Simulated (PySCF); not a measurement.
# MoSF4 (MoSF4): a look at the electrons, part 2 of 2

Aim: take MoSF4 (MoSF4) and analyse its density (charges, bond critical points, surface potential) and compute its lowest excited states.

PySCF 2.14.0; Gaussian basis, gas phase.

### Step 4. Excited states (CAM-B3LYP/def2-svp)

Contents of input.py:

```python
import numpy as np
from pyscf import gto, scf, dft, tdscf
from pyscf.scf import atom_ks, atom_hf
from scipy.linalg import block_diag

def solve(mol, dm0=None, hcore=None):
    mf = (dft.UKS if mol.spin else dft.RKS)(mol, xc='camb3lyp')
    mf.grids.level = 3
    mf = mf.density_fit(auxbasis='def2-universal-jkfit')
    mf.conv_tol, mf.max_cycle = 1e-8, 80
    if hcore is not None:
        mf.get_hcore = lambda *args: hcore
    mf.kernel(dm0)
    if not mf.converged:
        mf = mf.newton().run(mf.mo_coeff, mf.mo_occ, max_cycle=30)
    assert mf.converged, 'SCF not converged'
    return mf

mol = gto.M(atom='''
Mo     0.23306    -0.00001     0.00040
S     -1.91575     0.00000    -0.00573
F      0.57772     1.66736     0.43625
F      0.58649     0.43418    -1.66525
F      0.58136    -1.66733    -0.43208
F      0.57258    -0.43415     1.66942
''', basis='def2-svp', ecp={'Mo': 'def2-svp'}, charge=0, spin=0, verbose=4)
mf = solve(mol)
td = mf.TDA()
td.nstates, td.singlet, td.conv_tol = 4, True, 1e-5
td.kernel()
td.analyze()
x, y = np.array([p[0] for p in td.xy]), np.array([p[1] + 0 * p[0] for p in td.xy])
f, mu = td.oscillator_strength(), td.transition_dipole()
nto = [td.get_nto(state=i + 1, verbose=4) for i in range(len(td.e))]
# spherically averaged free atoms, for the promolecule
atom_ks.AtomSphAverageRKS.init_guess_by_vsap = lambda self, mol=None: self.init_guess_by_minao(mol)  # core potentials
atm = atom_ks.get_atm_nrks(mol, xc='camb3lyp')
pro = block_diag(*[(atm[a[0]][2] * atm[a[0]][3]) @ atm[a[0]][2].T for a in mol._atom])
np.savez('result.npz', e=td.e, f=f, ok=td.converged, w=[n[0] for n in nto], nto=[n[1] for n in nto], x=x, y=y, c=mf.mo_coeff, occ=mf.mo_occ, eps=mf.mo_energy, pro=pro, mu=mu)
```

On the command line:

```
$ OMP_NUM_THREADS=1 python input.py
```

The log of the run:

```text
[ENV] PYSCF_TMPDIR <dir>
[ENV] PYSCF_MAX_MEMORY 1375
[INPUT] verbose = 4
[INPUT] num. atoms = 6
[INPUT] num. electrons = 66
[INPUT] charge = 0
[INPUT] spin (= nelec alpha-beta = 2S) = 0
[INPUT] symmetry False subgroup None
[INPUT] Mole.unit = angstrom
[INPUT] Symbol           X                Y                Z      unit          X                Y                Z       unit  Magmom
[INPUT]  1 Mo     0.233060000000  -0.000010000000   0.000400000000 AA    0.440419570591  -0.000018897261   0.000755890450 Bohr   0.0
[INPUT]  2 S     -1.915750000000   0.000000000000  -0.005730000000 AA   -3.620242823136   0.000000000000  -0.010828130694 Bohr   0.0
[INPUT]  3 F      0.577720000000   1.667360000000   0.436250000000 AA    1.091732576684   3.150853751055   0.824393021842 Bohr   0.0
[INPUT]  4 F      0.586490000000   0.434180000000  -1.665250000000 AA    1.108305474796   0.820481288764  -3.146866428932 Bohr   0.0
[INPUT]  5 F      0.581360000000  -1.667330000000  -0.432080000000 AA    1.098611179777  -3.150797059271  -0.816512863902 Bohr   0.0
[INPUT]  6 F      0.572580000000  -0.434150000000   1.669420000000 AA    1.082019384403  -0.820424596980   3.154746586871 Bohr   0.0

nuclear repulsion = 402.682859743556
number of shells = 43
number of NR pGTOs = 189
number of NR cGTOs = 105
basis = def2-svp
ecp = {'Mo': 'def2-svp'}

******** <class 'pyscf.df.df_jk.DFRKS'> ********
method = DFRKS
initial guess = minao
damping factor = 0
level_shift factor = 0
DIIS = <class 'pyscf.scf.diis.CDIIS'>
diis_start_cycle = 1
diis_space = 8
diis_damp = 0
SCF conv_tol = 1e-08
SCF conv_tol_grad = None
SCF max_cycles = 80
direct_scf = False
XC library pyscf.dft.libxc version 7.0.0
    S. Lehtola, C. Steigemann, M. J.T. Oliveira, and M. A.L. Marques.,  SoftwareX 7, 1–5 (2018)
XC functionals = camb3lyp
    T. Yanai, D. P. Tew, and N. C. Handy.,  Chem. Phys. Lett. 393, 51 (2004)
radial grids:
    Treutler-Ahlrichs [JCP 102, 346 (1995); DOI:10.1063/1.469408] (M4) radial grids

becke partition: Becke, JCP 88, 2547 (1988); DOI:10.1063/1.454033
pruning grids: <function nwchem_prune at 0xf1caa8d8f600>
grids dens level: 3
symmetrized grids: False
atomic radii adjust function: <function treutler_atomic_radii_adjust at 0xf1caa8dc8540>
small_rho_cutoff = 0
Set gradient conv threshold to 0.0001
Initial guess from minao.
tot grids = 98368
******** <class 'pyscf.df.df.DF'> ********
auxbasis = def2-universal-jkfit
******** <class 'pyscf.df.df.DF'> ********
auxbasis = auxmol.basis = def2-universal-jkfit
init E= -857.653672646166
  HOMO = -0.535961453017798  LUMO = -0.351687812516742  gap/eV = 5.01434
cycle= 1 E= -865.03634892915  delta_E= -7.38  |g|= 1.37  |ddm|= 3.45
  HOMO = -0.352838380444226  LUMO = -0.21707293652022  gap/eV = 3.69437
cycle= 2 E= -863.617545202997  delta_E= 1.42  |g|= 3.09  |ddm|= 2.78
  HOMO = -0.371573333116013  LUMO = -0.062652710597719  gap/eV = 8.40616
cycle= 3 E= -865.289966679914  delta_E= -1.67  |g|= 0.525  |ddm|= 2.31
  HOMO = -0.357602750559217  LUMO = -0.107371632314139  gap/eV = 6.80914
cycle= 4 E= -865.354034512221  delta_E= -0.0641  |g|= 0.17  |ddm|= 0.673
  HOMO = -0.378249564060317  LUMO = -0.107049985253343  gap/eV = 7.37972
cycle= 5 E= -865.361928428959  delta_E= -0.00789  |g|= 0.0375  |ddm|= 0.203
  HOMO = -0.372201872815481  LUMO = -0.101123658388623  gap/eV = 7.37641
cycle= 6 E= -865.362271239144  delta_E= -0.000343  |g|= 0.00691  |ddm|= 0.0379
  HOMO = -0.372035953640352  LUMO = -0.100958943848572  gap/eV = 7.37638
cycle= 7 E= -865.362287490837  delta_E= -1.63e-05  |g|= 0.002  |ddm|= 0.0116
  HOMO = -0.372157637557639  LUMO = -0.101156650339977  gap/eV = 7.37431
cycle= 8 E= -865.362290141501  delta_E= -2.65e-06  |g|= 0.000944  |ddm|= 0.00546
  HOMO = -0.372103474221171  LUMO = -0.101171349536472  gap/eV = 7.37244
cycle= 9 E= -865.362290697316  delta_E= -5.56e-07  |g|= 0.000375  |ddm|= 0.00293
  HOMO = -0.372094289315389  LUMO = -0.101162854451734  gap/eV = 7.37242
cycle= 10 E= -865.362290735924  delta_E= -3.86e-08  |g|= 0.000139  |ddm|= 0.000552
  HOMO = -0.372092913436497  LUMO = -0.101154323295369  gap/eV = 7.37261
cycle= 11 E= -865.362290743284  delta_E= -7.36e-09  |g|= 3.09e-05  |ddm|= 0.000256
  HOMO = -0.372092969770688  LUMO = -0.101153389255206  gap/eV = 7.37264
Extra cycle  E= -865.36229074359  delta_E= -3.06e-10  |g|= 3.7e-05  |ddm|= 6.66e-05
converged SCF energy = -865.36229074359

******** <class 'pyscf.tdscf.rks.TDA'> for <class 'pyscf.df.df_jk.DFRKS'> ********
nstates = 4 singlet
deg_eia_thresh = 1.000e-03
wfnsym = None
conv_tol = 1e-05
eigh lindep = 1e-12
eigh level_shift = 0
eigh max_cycle = 100

Excitation energies (eV)
[3.01728851 3.3180166  3.41784332 3.48712698]

** Singlet excitation energies and oscillator strengths **
Excited State   1:      3.01729 eV    410.91 nm  f=0.0000
      32 -> 34       -0.47942
      32 -> 35       -0.13853
      33 -> 34       -0.13854
      33 -> 35        0.47939
Excited State   2:      3.31802 eV    373.67 nm  f=0.0000
      32 -> 34       -0.49283
      33 -> 35       -0.49286
Excited State   3:      3.41784 eV    362.76 nm  f=0.0000
      32 -> 35       -0.48992
      33 -> 34        0.48992
Excited State   4:      3.48713 eV    355.55 nm  f=0.0004
      33 -> 36        0.70339

** Transition electric dipole moments (AU) **
state          X           Y           Z        Dip. S.      Osc.
  1        -0.0000     -0.0000      0.0000      0.0000      0.0000
  2        -0.0000     -0.0001     -0.0000      0.0000      0.0000
  3        -0.0000      0.0001     -0.0002      0.0000      0.0000
  4        -0.0001      0.0616      0.0251      0.0044      0.0004

WARN: ECP detected. Skipping calculation of transition velocity and magnetic dipole moments, which have not yet been implemented.

State 1: 3.01729 eV  NTO largest component 0.5000070571536633
    occ-NTO: 0.941515 (MO #32) + 0.333660 (MO #33)
    vir-NTO: 0.997413 (MO #34)
State 2: 3.31802 eV  NTO largest component 0.4978393244938155
    occ-NTO: 0.979962 (MO #33)
    vir-NTO: 0.998380 (MO #35)
State 3: 3.41784 eV  NTO largest component 0.4936175584220423
    occ-NTO: 0.854879 (MO #32) + -0.514824 (MO #33)
    vir-NTO: 0.638445 (MO #34) + 0.769080 (MO #35)
State 4: 3.48713 eV  NTO largest component 0.9968038115628802
    occ-NTO: 0.996425 (MO #33)
    vir-NTO: 0.999917 (MO #36)
Spherically averaged atomic KS for {'F', 'S', 'Mo'}

******** <class 'pyscf.scf.atom_ks.AtomSphAverageRKS'> ********
method = AtomSphAverageRKS
initial guess = vsap
damping factor = 0
level_shift factor = 0
diis_start_cycle = 1
diis_space = 12
SCF conv_tol = 1e-09
SCF conv_tol_grad = None
SCF max_cycles = 50
direct_scf = True
direct_scf_tol = 1e-13
XC library pyscf.dft.libxc version 7.0.0
    S. Lehtola, C. Steigemann, M. J.T. Oliveira, and M. A.L. Marques.,  SoftwareX 7, 1–5 (2018)
XC functionals = camb3lyp
    T. Yanai, D. P. Tew, and N. C. Handy.,  Chem. Phys. Lett. 393, 51 (2004)
radial grids:
    Treutler-Ahlrichs [JCP 102, 346 (1995); DOI:10.1063/1.469408] (M4) radial grids

becke partition: Becke, JCP 88, 2547 (1988); DOI:10.1063/1.454033
pruning grids: <function nwchem_prune at 0xf1caa8d8f600>
grids dens level: 3
symmetrized grids: False
atomic radii adjust function: <function treutler_atomic_radii_adjust at 0xf1caa8dc8540>
User specified grid scheme (100, 434)
small_rho_cutoff = 0
Set gradient conv threshold to 3.16228e-05
tot grids = 23448
init E= 342.267669996201
cycle= 1 E= 335.132319829388  delta_E= -7.14  |g|=    0  |ddm|= 1.91
cycle= 2 E= 335.135150719936  delta_E= 0.00283  |g|=    0  |ddm|= 0.948
cycle= 3 E= 335.095876553708  delta_E= -0.0393  |g|=    0  |ddm|= 0.421
cycle= 4 E= 335.09587128507  delta_E= -5.27e-06  |g|=    0  |ddm|= 0.0238
cycle= 5 E= 335.095867115396  delta_E= -4.17e-06  |g|=    0  |ddm|= 0.00701
cycle= 6 E= 335.095866123953  delta_E= -9.91e-07  |g|=    0  |ddm|= 0.00452
cycle= 7 E= 335.095865828913  delta_E= -2.95e-07  |g|=    0  |ddm|= 0.00193
cycle= 8 E= 335.095865775239  delta_E= -5.37e-08  |g|=    0  |ddm|= 0.00104
cycle= 9 E= 335.095865751615  delta_E= -2.36e-08  |g|=    0  |ddm|= 0.0005
cycle= 10 E= 335.095865750799  delta_E= -8.16e-10  |g|=    0  |ddm|= 0.000255
Extra cycle  E= 335.095865750717  delta_E= -8.19e-11  |g|=    0  |ddm|= 0.000234
Atomic HF for atom  Mo  converged. SCF energy = 335.095865750717

******** <class 'pyscf.scf.atom_ks.AtomSphAverageRKS'> ********
method = AtomSphAverageRKS
initial guess = vsap
damping factor = 0
level_shift factor = 0
diis_start_cycle = 1
diis_space = 12
SCF conv_tol = 1e-09
SCF conv_tol_grad = None
SCF max_cycles = 50
direct_scf = True
direct_scf_tol = 1e-13
XC library pyscf.dft.libxc version 7.0.0
    S. Lehtola, C. Steigemann, M. J.T. Oliveira, and M. A.L. Marques.,  SoftwareX 7, 1–5 (2018)
XC functionals = camb3lyp
    T. Yanai, D. P. Tew, and N. C. Handy.,  Chem. Phys. Lett. 393, 51 (2004)
radial grids:
    Treutler-Ahlrichs [JCP 102, 346 (1995); DOI:10.1063/1.469408] (M4) radial grids

becke partition: Becke, JCP 88, 2547 (1988); DOI:10.1063/1.454033
pruning grids: <function nwchem_prune at 0xf1caa8d8f600>
grids dens level: 3
symmetrized grids: False
atomic radii adjust function: <function treutler_atomic_radii_adjust at 0xf1caa8dc8540>
User specified grid scheme (100, 434)
small_rho_cutoff = 0
Set gradient conv threshold to 3.16228e-05
tot grids = 23744
init E= 4.89269412918594
cycle= 1 E= 4.86116179711695  delta_E= -0.0315  |g|=    0  |ddm|= 0.0805
cycle= 2 E= 4.86114759632432  delta_E= -1.42e-05  |g|=    0  |ddm|= 0.00544
cycle= 3 E= 4.86114747479559  delta_E= -1.22e-07  |g|=    0  |ddm|= 0.00169
cycle= 4 E= 4.86114746252088  delta_E= -1.23e-08  |g|=    0  |ddm|= 0.000443
cycle= 5 E= 4.86114746049179  delta_E= -2.03e-09  |g|=    0  |ddm|= 0.000213
cycle= 6 E= 4.86114746010213  delta_E= -3.9e-10  |g|=    0  |ddm|= 4.38e-05
Extra cycle  E= 4.86114746007974  delta_E= -2.24e-11  |g|=    0  |ddm|= 2.08e-05
Atomic HF for atom  S  converged. SCF energy = 4.86114746007974

******** <class 'pyscf.scf.atom_ks.AtomSphAverageRKS'> ********
method = AtomSphAverageRKS
initial guess = vsap
damping factor = 0
level_shift factor = 0
diis_start_cycle = 1
diis_space = 12
SCF conv_tol = 1e-09
SCF conv_tol_grad = None
SCF max_cycles = 50
direct_scf = True
direct_scf_tol = 1e-13
XC library pyscf.dft.libxc version 7.0.0
    S. Lehtola, C. Steigemann, M. J.T. Oliveira, and M. A.L. Marques.,  SoftwareX 7, 1–5 (2018)
XC functionals = camb3lyp
    T. Yanai, D. P. Tew, and N. C. Handy.,  Chem. Phys. Lett. 393, 51 (2004)
radial grids:
    Treutler-Ahlrichs [JCP 102, 346 (1995); DOI:10.1063/1.469408] (M4) radial grids

becke partition: Becke, JCP 88, 2547 (1988); DOI:10.1063/1.454033
pruning grids: <function nwchem_prune at 0xf1caa8d8f600>
grids dens level: 3
symmetrized grids: False
atomic radii adjust function: <function treutler_atomic_radii_adjust at 0xf1caa8dc8540>
User specified grid scheme (100, 434)
small_rho_cutoff = 0
Set gradient conv threshold to 3.16228e-05
tot grids = 25232
init E= 303.235841244866
cycle= 1 E= 303.214530460867  delta_E= -0.0213  |g|=    0  |ddm|= 0.107
cycle= 2 E= 303.214184615608  delta_E= -0.000346  |g|=    0  |ddm|= 0.0766
cycle= 3 E= 303.213678829673  delta_E= -0.000506  |g|=    0  |ddm|= 0.0363
cycle= 4 E= 303.213673910011  delta_E= -4.92e-06  |g|=    0  |ddm|= 0.009
cycle= 5 E= 303.213666347797  delta_E= -7.56e-06  |g|=    0  |ddm|= 0.0044
cycle= 6 E= 303.213666287964  delta_E= -5.98e-08  |g|=    0  |ddm|= 0.000984
cycle= 7 E= 303.213666195277  delta_E= -9.27e-08  |g|=    0  |ddm|= 0.000487
cycle= 8 E= 303.213666194568  delta_E= -7.1e-10  |g|=    0  |ddm|= 0.000107
Extra cycle  E= 303.213666194133  delta_E= -4.35e-10  |g|=    0  |ddm|= 8.31e-05
Atomic HF for atom  F  converged. SCF energy = 303.213666194133
```

Wall time 3.7 min (1 thread of Arm Neoverse V1, shared host); peak memory 0.6 GiB.

### Step 5. Analysis of result.npz

TDA singlet states:

```
state  energy (eV)      f  leading pair's weight
   S1         3.02  0.000                   0.50
   S2         3.32  0.000                   0.50
   S3         3.42  0.000                   0.49
   S4         3.49  0.000                   1.00
```

### Step 6. Summary of results

The summary covers parts 1 to 2.

```
                                      quantity            value
                dipole moment (PBE0/def2-tzvp)           0.17 D
                   HOMO, LUMO (PBE0/def2-tzvp)  -8.88, -3.81 eV
lowest singlet excitation (CAM-B3LYP/def2-svp)          3.02 eV
```

**Reading.** At PBE0/def2-tzvp: The highest Hirshfeld charge is on Mo1 (+0.93 e), the lowest on F3, F4, F5 and F6 (−0.20 e). All values hold at the given geometry, in the gas phase.
